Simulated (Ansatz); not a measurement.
Predict the output of the script below (Ansatz 0.2.0, Python API).

Contents of `alni.cif`:
```cif
data_AlNi
_cell_length_a 2.751997
_cell_length_b 2.751997
_cell_length_c 3.099430
_cell_angle_alpha 90.00000
_cell_angle_beta 90.00000
_cell_angle_gamma 90.42682
_symmetry_space_group_name_H-M 'P 1'
_symmetry_Int_Tables_number 1
loop_
_symmetry_equiv_pos_as_xyz
'x, y, z'
loop_
_atom_site_label
_atom_site_type_symbol
_atom_site_fract_x
_atom_site_fract_y
_atom_site_fract_z
Al1 Al    0.000000    0.000000    0.000000
Ni2 Ni    0.500000    0.500000    0.500000
```

The script, `alni.py`:
```python
# -*- coding: utf-8 -*-
'''All-electron LAPW single point of AlNi.'''

import ansatz
from ase import Atoms
from ase.io import write
from ase.io import read

atoms = read('alni.cif')
structure = ansatz.Crystal.from_ase(atoms).moments(Ni=2.0)

job = (
    structure.calculation()
    .functional(ansatz.Functional.LDA)
    .kpoints(8, 8, 7)  # sampling of the Brillouin zone
    .occupations('fermi_dirac', width=0.05)  # smearing steadies the SCF of a metal
    .spin('collinear')
    .pseudopotentials('all_electron', lapw=True, basis_error=0.0005)
)
history = []
res = job.session().plan().execute(on_event=lambda event: history.append(event['data']['dr2_ev']) if event['event'] == 'scf_iter' else None)
report = res.report
print('density residual by iteration (eV):', ' '.join(f'{value:.1e}' for value in history[:40]))

energy = report['free_energy_ev']
print('AlNi: {:.6f} eV = {:.6f} Ry = {:.6f} Ha'.format(energy, energy / 13.605693, energy / 27.211386))
print('Fermi level {:.4f} eV, {} k-points, {} symmetry operations'.format(report['fermi_energy_ev'], report['n_kpoints'], report['n_symmetry_ops']))

print('site moments (muB):', [round(m, 2) for m in report['site_moments_mub']])
print('electrons up, down:', [round(n, 3) for n in report['spin_occupation_sums']])

image = Atoms([s.symbol for s in res.lattice.sites], positions=[s.position_ang for s in res.lattice.sites], cell=res.lattice.cell_ang, pbc=True)
write('final.extxyz', image)

errors = report['lapw_basis_errors']
print(f'estimated basis error {1000 * errors["total_ev_per_atom"]:.3f} meV/atom, target {1000 * errors["basis_error_target_ev_per_atom"]:.3f}')
for sphere in errors['spheres']:
    print(f'  {sphere["species"]:2s} muffin-tin radius {sphere["muffin_tin_radius_ang"]:.3f} A, core shells {sphere["core_shells"]}')
```

```console
$ python alni.py
RunWarning: the starting moments were not kept: the SCF closed with an absolute magnetisation of 1.0e-6 μB, where they sum to 2 μB in size (1 site). That is at most 0.1 of that sum. Measured as dr2_m measures the in/out step, that magnetisation stands 9.5e-14 [...]
density residual by iteration (eV): 4.7e-01 2.0e-01 7.0e-01 1.1e-03 2.0e-04 8.1e-07 1.5e-06 4.5e-09 1.9e-09 2.6e-11 2.4e-13
AlNi: -47900.933243 eV = -3520.653688 Ry = -1760.326844 Ha
Fermi level 15.3542 eV, 84 k-points, 8 symmetry operations
site moments (muB): [0.0, 0.0]
electrons up, down: [14.5, 14.5]
estimated basis error 0.134 meV/atom, target 0.500
  Al muffin-tin radius 1.143 A, core shells 1
  Ni muffin-tin radius 1.339 A, core shells 3
```
(Warnings from the package without file and line, shortened.)

File `final.extxyz` afterwards:
```text
2
Lattice="2.751997 0.0 0.0 -0.02050057623184636 2.751920641003872 0.0 0.0 0.0 3.09943" Properties=species:S:1:pos:R:3 pbc="T T T"
Al       0.00000000       0.00000000       0.00000000
Ni       1.36574821       1.37596032       1.54971500
```

What to keep in mind:
- All-electron totals depend on functional, relativistic treatment and basis; only differences at equal settings carry meaning.
- The SCF didn't keep the moments it started from (some shrank, vanished or turned); what is printed is the state reached.
- The mesh is modest for a metal, so energies can be off by several to tens of meV an atom and pressures by half a GPa or more; differences at equal mesh fare better.
- The zero of the levels is a convention of the potentials, so an absolute Fermi energy is no work function.
- Within a few hundredths of an angstrom the cell has the higher group P4/mmm; the lower one is a small distortion.
- The structure comes from a database of computed cells and needn't be a stable or known phase.
- Wall time of the script: 29 s on 1 thread of Arm Neoverse V2, with other jobs on the host, peak memory 0.66 GiB.

(A comment or docstring line of the script was reworded after the run, the code is as it ran; lines on the test bed's own set-up are left out of the output.)
